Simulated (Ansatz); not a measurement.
# MnCl3 (ReO3 type): equation of state and elastic constants

An exercise on one series of results from a longer session: the logs are not shown, and one member is left open.

Computed with Ansatz 0.2.0 (DFT PBEsol, scalar-relativistic, plane waves, PAW, unless a step's input says otherwise).

## The starting structure

Symmetry: Pm-3m, No. 221, cubic system. The conventional cell has a = 4.663 Å, b = 4.663 Å, c = 4.663 Å, α = 90.00°, β = 90.00°, γ = 90.00°. Mn (site symmetry m-3m) is surrounded by 6 Cl at 2.33 Å. Around Cl (site symmetry 4/mmm) lie 2 Mn at 2.33 Å.

Structure file:

```xyz
4
Lattice="4.6629 0.0000 0.0000 0.0000 4.6629 0.0000 0.0000 0.0000 4.6629" Properties=species:S:1:pos:R:3 pbc="T T T"
Mn    0.0000    0.0000    0.0000
Cl    2.3314    0.0000    0.0000
Cl    0.0000    0.0000    2.3314
Cl    0.0000    2.3314    0.0000
```

An earlier run at PBEsol left this cell at 25.346 Å³/atom and 0.02 GPa (6×6×6 mesh).

Volume factors to run: 0.980, 1.020, 0.960, 1.040.

Set-up of the first run:

Contents of input.yaml:

```yaml
crystal:
  lattice:
    - [4.6315827872, 0.0, 0.0]
    - [0.0, 4.6315827872, 0.0]
    - [0.0, 0.0, 4.6315827872]
  atoms:
    - { symbol: Mn, position: [0.0, 0.0, 0.0], spin: 3.83 }
    - { symbol: Cl, position: [0.5, 0.0, 0.0] }
    - { symbol: Cl, position: [0.0, 0.0, 0.5] }
    - { symbol: Cl, position: [0.0, 0.5, 0.0] }
basis:
  ecutwfc: 420
  ecutrho_ratio: 4
kpoints:
  mp_grid: { grid: [6, 6, 6] }
hamiltonian:
  xc: pbesol
scf:
  occupations: { method: gaussian, width: 0.05 }
output:
  forces: true
  stress: true
  eigenvalues: true
  populations: true
magnetization:
  spin_polarized: true
```

Started as:

```sh
ansatz run input.yaml --threads 4 --pin off --max-ram 4096MiB --backend cpu --events-out ev --progress --plain --runs-dir out
```

Among the steps run: Volume × 0.980; Volume × 1.020; At 0.960 of the relaxed volume; Scaling the volume by 1.040.

One table of the session follows, with a row left open; its other results are not shown here.

| volume (Å³/atom) | energy (meV/atom) | pressure (GPa) | moment of atom 1 (μB) |
| --- | --- | --- | --- |
| 24.332 | 7.03 | 2.31 | 3.42 |
| 24.839 | 1.69 | 1.09 | 3.45 |
| 25.346 | 0.00 | 0.02 | 3.48 |
| 25.852 | ? | ? | ? |
| 26.359 | 5.68 | -1.73 | 3.55 |

**Question.** Estimate the row for volume (Å³/atom) = 25.852.

Worked estimate for «energy (meV/atom)». A straight line through the neighbours (25.346, 0.00) and (26.359, 5.68) gives 0.00 + (5.68 − 0.00) × (25.852 − 25.346) / (26.359 − 25.346) = 2.84; a parabola fitted to 3 rows on both sides gives 1.33.

The run gave: energy (meV/atom): 1.48; pressure (GPa): -0.92; moment of atom 1 (μB): 3.51. In «energy (meV/atom)» the line misses by +1.36 and the parabola by -0.15.

volume (Å³/atom), energy (meV/atom) and a bar:
```
    24.33        7.0 ##############################
    24.84        1.7 #######
    25.35        0.0 
    25.85        1.5 ######
    26.36        5.7 ########################
```

Limits of these values: Warnings in the runs' records: stability check not made, xc potential rough in thin density.
